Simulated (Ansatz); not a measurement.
# VMoSe4: the cost of one run

Program: Ansatz 0.2.0. Level of theory: DFT PBE, scalar-relativistic, plane waves, PAW. These are calculated values, not measurements.

### 1 Starting point

Symmetry: P2/m, No. 10, monoclinic system. Conventional cell: a = 6.195 Å, b = 3.577 Å, c = 6.539 Å, α = 90.00°, β = 90.00°, γ = 90.00°. V (site symmetry 2/m) has 6 Se at 2.63 Å as nearest neighbours. Around Mo (site symmetry 2/m) lie 6 Se at 2.63 Å. Around Se (site symmetry m) lie 1 V at 2.63 Å and 2 Mo at 2.63 Å. Se (site symmetry m) has 1 Mo at 2.63 Å and 2 V at 2.63 Å as nearest neighbours.

Coordinates:

```cif
data_structure
_symmetry_space_group_name_H-M 'P2/m'
_symmetry_Int_Tables_number 10
_cell_length_a 6.1948
_cell_length_b 3.5766
_cell_length_c 6.5391
_cell_angle_alpha 90.000
_cell_angle_beta 90.000
_cell_angle_gamma 90.000
_cell_volume 144.88
loop_
_atom_site_label
_atom_site_type_symbol
_atom_site_symmetry_multiplicity
_atom_site_Wyckoff_symbol
_atom_site_fract_x
_atom_site_fract_y
_atom_site_fract_z
_atom_site_occupancy
V1 V 1 a 0.00000 0.00000 0.00000 1
Mo1 Mo 1 e 0.50000 0.50000 0.00000 1
Se1 Se 2 m 0.33333 0.00000 0.25000 1
Se2 Se 2 n 0.83333 0.50000 0.25000 1
```

The start is an ordering of an alloy on its end members' structure types: elements ordered on the sites of the VSe2 type, V/Mo on V (P2/m, No. 10).

### 2 A first look at the guess

input.yaml

```yaml
crystal:
  lattice:
    - [6.19482413, 0.0, 0.0]
    - [0.0, 3.57658338, 0.0]
    - [0.0, 0.0, 6.53912424]
  atoms:
    - { symbol: V, position: [0.0, 0.0, 0.0], spin: 2.0 }
    - { symbol: Mo, position: [0.5, 0.5, 0.0], spin: -1.0 }
    - { symbol: Se, position: [0.33333333, 0.0, 0.25] }
    - { symbol: Se, position: [0.83333333, 0.5, 0.25] }
    - { symbol: Se, position: [0.16666667, 0.5, 0.75] }
    - { symbol: Se, position: [0.66666667, 0.0, 0.75] }
basis:
  ecutwfc: 420
kpoints:
  mp_grid: { grid: [4, 6, 4] }
hamiltonian:
  xc: pbe
scf:
  occupations: { method: gaussian, width: 0.1 }
  lower_state_search: "off"
output:
  forces: true
  stress: true
  eigenvalues: true
  populations: true
magnetization:
  spin_polarized: true
```

Command:

```
> ansatz run input.yaml --threads 1 --pin off --max-ram 2560MiB --backend cpu --events-out ev --progress --plain --runs-dir out
```

What time and memory should one allow on 1 thread of Intel Xeon 6975P-C (Granite Rapids), shared host?

About 48 s, with a peak of 0.79 GiB.
